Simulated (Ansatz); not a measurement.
Relaxation of a periodic cell of 17 atoms, Be16H (host Be, host structure hcp, interstitial H), to a largest force component of 0.03 eV/Å in at most 60 steps.

Theory: DFT PBE, scalar-relativistic, plane waves, PAW in Ansatz 0.2.0. Settings: cutoff 420 eV, k mesh 5x5x3, gaussian smearing 0.15 eV, no spin polarisation.

```xyz
17
Lattice="-2.2900 -3.9664 0.0000 3.4350 -1.9832 0.0000 0.0000 0.0000 7.1769" Properties=species:S:1:pos:R:3
Be 0.000 -3.966 0.000
Be 0.000 -2.644 1.794
Be 0.000 -3.966 3.588
Be 0.000 -2.644 5.383
Be -1.145 -1.983 0.000
Be 2.290 -2.644 1.794
Be -1.145 -1.983 3.588
Be 2.290 -2.644 5.383
Be 1.145 -1.983 0.000
Be 1.145 -0.661 1.794
Be 1.145 -1.983 3.588
Be 1.145 -0.661 5.383
Be 0.000 0.000 0.000
Be 1.145 -4.627 1.794
Be 0.000 0.000 3.588
Be 1.145 -4.627 5.383
H 1.181 -0.651 4.021
```

**Question.** Where does it end, and by what steps?

**Answer.** The forces met the threshold. The force dipped under the threshold on the way, but the program's further checks kept it going. Limits of this set-up: coarse k mesh, odd electron count without spin. After 5 steps the energy has fallen by 0.326 eV; H17 moved furthest, 0.22 Å.

```
step  energy less start (eV)  largest force component (eV/Å)  accepted
   0                  0.0000                           1.535       yes
   1                 -0.2018                           0.813       yes
   2                 -0.3135                           0.231       yes
   3                 -0.3162                           0.166       yes
   4                 -0.3261                           0.013       yes
   5                 -0.3261                           0.013       yes
```

```xyz
17
Lattice="-2.2900 -3.9664 0.0000 3.4350 -1.9832 0.0000 0.0000 0.0000 7.1769" Properties=species:S:1:pos:R:3
Be 0.006 -3.963 0.011
Be 0.007 -2.646 1.804
Be 0.092 -3.905 3.595
Be 0.003 -2.645 5.419
Be -1.138 -1.986 0.023
Be 2.298 -2.646 1.809
Be -1.105 -2.005 3.612
Be 2.291 -2.652 5.405
Be 1.147 -1.987 0.011
Be 1.149 -0.661 1.755
Be 1.139 -2.091 3.595
Be 1.146 -0.660 5.419
Be -0.006 0.005 0.008
Be 1.152 -4.630 1.809
Be -0.119 0.071 3.590
Be 1.154 -4.622 5.405
H 1.125 -0.648 3.812
```

Whether the end is a true minimum wasn't checked by a vibrational analysis.

Time of the run: 61 s on 1 thread of Intel(R) Xeon(R) Platinum 8259CL CPU @ 2.50GHz (Skylake/Cascade Lake), on a shared host, peak memory 0.47 GiB.
